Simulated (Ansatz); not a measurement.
# LuBW3: the cost of one run

Program: Ansatz 0.2.0. Level of theory: DFT PBE, scalar-relativistic, plane waves, PAW. These are calculated values, not measurements.

1 further run of the same task is left out (it didn't finish).

**1. Starting point**

It takes space group Pm-3m (No. 221, cubic). The conventional cell has a = 4.301 Å, b = 4.301 Å, c = 4.301 Å, α = 90.00°, β = 90.00°, γ = 90.00°. Lu (site symmetry m-3m) has 12 W at 3.04 Å as nearest neighbours. B (site symmetry m-3m) is surrounded by 6 W at 2.15 Å. Around W (site symmetry 4/mmm) lie 2 B at 2.15 Å.

Structure file:

```xyz
5
Lattice="4.3013 0.0000 0.0000 0.0000 4.3013 0.0000 0.0000 0.0000 4.3013" Properties=species:S:1:pos:R:3 pbc="T T T"
Lu    0.0000    0.0000    0.0000
B     2.1506    2.1506    2.1506
W     0.0000    2.1506    2.1506
W     2.1506    2.1506    0.0000
W     2.1506    0.0000    2.1506
```

Recipe of the guess: species swapped into a database cell of EuBRh3 (Pm-3m, No. 221), with Lu on the Eu sites and W on the Rh sites. The dimensions are guesses.

**2. The guess as it stands, on a coarse mesh**

Contents of input.yaml:

```yaml
crystal:
  lattice:
    - [4.30127319, 0.0, 0.0]
    - [0.0, 4.30127319, 0.0]
    - [0.0, 0.0, 4.30127319]
  atoms:
    - { symbol: Lu, position: [0.0, 0.0, 0.0] }
    - { symbol: B, position: [0.5, 0.5, 0.5] }
    - { symbol: W, position: [0.0, 0.5, 0.5] }
    - { symbol: W, position: [0.5, 0.5, 0.0] }
    - { symbol: W, position: [0.5, 0.0, 0.5] }
basis:
  ecutwfc: 420
kpoints:
  mp_grid: { grid: [4, 4, 4] }
hamiltonian:
  xc: pbe
scf:
  occupations: { method: gaussian, width: 0.1 }
  lower_state_search: "off"
output:
  forces: true
  stress: true
  eigenvalues: true
```

The run is started by

```bash
$ ansatz run input.yaml --threads 1 --pin off --max-ram 2560MiB --backend cpu --events-out ev --progress --plain --runs-dir out
```

Q: Estimate wall time and peak memory on 1 thread of Arm Neoverse V2, shared host.

About 2.3 s, with a peak of 0.34 GiB.
